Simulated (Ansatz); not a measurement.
## H3IOSi, SMILES O[SiH2]I: the interaction energy of a dimer with the counterpoise correction, step by step

Program: Ansatz 0.2.0 through its Python package.

Typed at the interpreter:
```pycon
>>> import ansatz as az
>>> config = {
...     "basis": "def2-SVP",
...     "functional": "r2scan",
... }
>>> FIRST = [
...     ("O", (-1.314, -0.1672, -0.03)),
...     ("Si", (0.2052, 0.3021, 0.2664)),
...     ("I", (1.5891, -1.1262, -1.1283)),
...     ("H", (-1.4031, -0.8254, -0.6919)),
...     ("H", (0.4161, 1.718, -0.115)),
...     ("H", (0.5068, 0.0989, 1.699)),
... ]
>>> SECOND = [
...     ("O", (-2.1484, 2.4781, 0.8988)),
...     ("Si", (-3.7218, 2.4217, 0.5281)),
...     ("I", (-3.9477, 3.7862, -1.4688)),
...     ("H", (-1.6139, 2.9459, 0.2867)),
...     ("H", (-4.1564, 1.0369, 0.2312)),
...     ("H", (-4.5062, 2.9843, 1.6475)),
... ]
>>> def energy(atoms, ghosts=()):
...     molecule = az.Crystal.molecule()
...     for symbol, xyz in atoms:
...         molecule = molecule.atom(symbol, xyz)
...     calc = (
...         molecule.calculation()
...         .basis(gaussian=config["basis"])  # atom-centred Gaussian functions
...         .functional(config["functional"])
...     )
...     deck = calc.input()
...     if ghosts:
...         deck = deck.set(az.key.basis.gaussian.ghost_atoms, [{"symbol": s, "position_ang": list(xyz)} for s, xyz in ghosts])
...     return az.Session.from_dict(deck).plan().execute().report["free_energy_ev"]
...
>>> # ghost atoms carry the functions of the partner
>>> both = energy(FIRST + SECOND)
>>> alone = energy(FIRST) + energy(SECOND)
>>> ghosted = energy(FIRST, SECOND) + energy(SECOND, FIRST)
>>> print(f"dimer {both:.6f} eV")
dimer -36147.153847 eV
>>> print(f"interaction, uncorrected   {(both - alone):8.3f} eV")
interaction, uncorrected     -0.124 eV
>>> print(f"interaction, counterpoise  {(both - ghosted):8.3f} eV")
interaction, counterpoise    -0.030 eV
>>> print(f"basis-set superposition    {(alone - ghosted):8.3f} eV")
basis-set superposition       0.095 eV
```

Uncorrected it is -0.124 eV, with the counterpoise correction -0.030 eV; the difference, 0.09 eV, is the superposition error.

What to keep in mind:
- Total energies depend on the basis set; only differences at equal settings carry meaning.
- The dimer is a generated trial pose of unrelaxed monomers, not a minimum, so the figure is no binding energy, and the basis set is small.
- def2 sets replace the cores of elements past krypton by effective core potentials.
- This level lacks the dispersion part of the attraction (electrostatics and induction are there), which can decide the sign where the interaction is weak.
- The whole script took 39 s on 1 thread of Arm Neoverse V2, with other jobs on the host, peak memory 0.29 GiB.
